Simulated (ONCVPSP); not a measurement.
# Ga: the cost of one run

The numbers are computed with ONCVPSP 4.0.1.1 (patched build) (PBEsol, scalar-relativistic, spin-unpolarised reference atom).

### Step 1. The atom and the settings

Typed settings, in words:

```json
{
  "element": "gallium (Ga, Z = 31)",
  "type": "optimised norm-conserving Vanderbilt (ONCV)",
  "frozen core": "[Ar]",
  "valence charge": "13",
  "reference configuration": "3d10 4s2 4p1",
  "partial waves": "4s: rc 1.95 bohr, ncon 4, nbas 8, qcut 4.1 1/bohr, 2 projectors, debl 2.3 Ha; 4p: rc 2.45 bohr, ncon 3, nbas 7, qcut 3.3 1/bohr, 3 projectors, debl 1.6 Ha; 3d: rc 1.15 bohr, ncon 5, nbas 10, qcut 16.5 1/bohr, 2 projectors, debl 0.8 Ha",
  "local potential": "polynomial inside 1.05 bohr (lpopt 5, dvloc0 0 Ha)",
  "core correction": "Teter function, fcfact 5.25, rcfact 1.7"
}
```

The nodes and maxima of the atom's own shells, from an earlier all-electron run, set the scale for the radii.

All-electron outer shells of the reference configuration (PBEsol, scalar-relativistic, ld1.x):

```json
{"shell": "3s", "level (eV)": "-147.78", "outermost node (bohr)": "0.27", "outermost maximum (bohr)": "0.56"}
{"shell": "3p", "level (eV)": "-98.68", "outermost node (bohr)": "0.24", "outermost maximum (bohr)": "0.56"}
{"shell": "3d", "level (eV)": "-19.16", "outermost node (bohr)": "–", "outermost maximum (bohr)": "0.53"}
{"shell": "4s", "level (eV)": "-8.96", "outermost node (bohr)": "0.81", "outermost maximum (bohr)": "1.90"}
{"shell": "4p", "level (eV)": "-2.57", "outermost node (bohr)": "0.87", "outermost maximum (bohr)": "2.53"}
```

### Step 2. Generation

Ga.dat reads:

```
# ATOM AND REFERENCE CONFIGURATION
# atsym  z   nc   nv     iexc    psfile
  Ga 31.00    5    3  -116133      upf
#
#   n    l    f
    1    0    2.00
    2    0    2.00
    2    1    6.00
    3    0    2.00
    3    1    6.00
    3    2   10.00
    4    0    2.00
    4    1    1.00
#
# PSEUDOPOTENTIAL AND OPTIMIZATION
# lmax
    2
#
#   l,   rc,      ep,       ncon, nbas, qcut
    0    1.95    0.00    4    8    4.10
    1    2.45    0.00    3    7    3.30
    2    1.15    0.00    5   10   16.50
#
# LOCAL POTENTIAL
# lloc, lpopt,  rc(5),   dvloc0
    4    5    1.05    0.00
#
# VANDERBILT-KLEINMAN-BYLANDER PROJECTORs
# l, nproj, debl
    0    2    2.30
    1    3    1.60
    2    2    0.80
#
# MODEL CORE CHARGE
# icmod, fcfact, rcfact
    3    5.25    1.70
#
# LOG DERIVATIVE ANALYSIS
# epsh1, epsh2, depsh
   -2.00    5.00    0.02
#
# OUTPUT GRID
# rlmax, drl
    6.00    0.01
#
# TEST CONFIGURATIONS
# ncnf
    4
# nvcnf
#   n    l    f
    3
    3    2   10.00
    4    0    2.00
    4    1    0.00
#
    3
    3    2   10.00
    4    0    1.00
    4    1    0.00
#
    3
    3    2   10.00
    4    0    0.00
    4    1    0.00
#
    3
    3    2   10.00
    4    0    1.00
    4    1    2.00
#
```

Command:

```console
$ oncvpsp.x < Ga.dat > Ga.out
```

**Question.** How long does this run take on 1 thread of Neoverse-V2, shared host?

About 4.5 s.
